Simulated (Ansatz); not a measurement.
# MgAs+ (singlet): wave-function methods side by side at distance As1–Mg2 = 2.512 Å, cc-pVTZ

The task here is to estimate one member of a computed series from the others.

The runs use Ansatz 0.2.0, Gaussian basis; cc-pVTZ, core rule «outside noble gas», up to 19 orbitals frozen.

The runs, in order: UHF; CCSD(T) on RHF; CCSD(T) on UHF; BCCD(T) on RHF; CISD; CCSDT(Q) on RHF; CCSDT(Q) on UHF; CASSCF and MRCISD+Q, 2 electrons in 2 orbitals; CASSCF and NEVPT2, 2 electrons in 2 orbitals.

21 further runs of the same task are left out: 12 for a known fault of the program, 6 that didn't finish, 3 set aside as unsound or not needed.

**The system**

The geometry derives from a PBE0/def2-TZVP stationary point (not a proven minimum). One bond is set to the value named and the two fragments are kept rigid. No spin-orbit coupling is included. The filled d shell of As may be among the frozen orbitals whatever the setting's name suggests; the logs give the count.

2 atoms, charge 1, spin multiplicity 1.

Atoms are counted from 1 here; the program's logs count them from 0.

Bond lengths: As1–Mg2 2.512 Å.

Coordinates:

```xyz
2

As    0.0000    0.0000    0.0000
Mg    0.0000    0.0000    2.5116
```

Set-up of the first run:

File in.yaml:

```yaml
crystal:
  periodic: [false, false, false]
  atoms:
    - {symbol: As, position_ang: [0.000000, 0.000000, 0.000000]}
    - {symbol: Mg, position_ang: [0.000000, 0.000000, 2.511600]}
basis:
  gaussian: {orbitals: cc-pVTZ}
total_charge: 1
magnetization: {spin_polarized: true, initial_magnetization: 0}
hamiltonian: {xc: hf}
output: {orbitals: {seedname: orbitals}}
```

Run with:

```
> ansatz run in.yaml --threads 1 --pin off --events-out ev --progress --plain --max-ram 2393MiB
```

Among the steps run: UHF; CCSD(T) on RHF; CCSD(T) on UHF; BCCD(T) on RHF; CISD; CCSDT(Q) on RHF; CCSDT(Q) on UHF; CASSCF and MRCISD+Q, 2 electrons in 2 orbitals; CASSCF and NEVPT2, 2 electrons in 2 orbitals.

One table of the session follows, with a row left open; its other results are not shown here.

```
       method  from RCCSDT(Q) (meV)
          RHF               +4343.7
          UHF               +2934.7
         RMP2               +1175.3
         UMP2                +301.9
         CISD                +706.6
        RCCSD                +464.8
        UCCSD                -369.1
     RCCSD(T)                +240.1
     UCCSD(T)                -592.3
      BCCD(T)                +241.0
       RCCSDT                 +60.6
       UCCSDT                -869.1
    RCCSDT(Q)                     0
    UCCSDT(Q)                     ?
  CASSCF pair               +3761.1
  NEVPT2 pair                +651.4
  MRCISD pair                +355.4
MRCISD+Q pair                 +21.6
```

Estimate the missing values for UCCSDT(Q).

The run gave: from RCCSDT(Q) (meV): -955.1. In the column «from RCCSDT(Q) (meV)» it is the lowest.

The program flags UCCSD(T), RCCSDT(Q), UCCSDT(Q) as in doubt (see the logs), so the zero of the table is itself unsure.

Caveats from the session: The determinant is far from a pure spin state, so its energy mixes those of several spin states (harmless only where they are near-degenerate, as at dissociation). The report flags that the cluster equations may have other roots. The program flags UCCSD(T), RCCSDT(Q), UCCSDT(Q) as in doubt, so the zero of the table is itself unsure. Warnings: restricted reference is unstable; spin contamination; coupled cluster took another determinant than the lowest. Restricted and unrestricted rows rest on different reference determinants; where their highest levels disagree by more than a few hundredths of an eV, they describe different states and don't form one ladder.
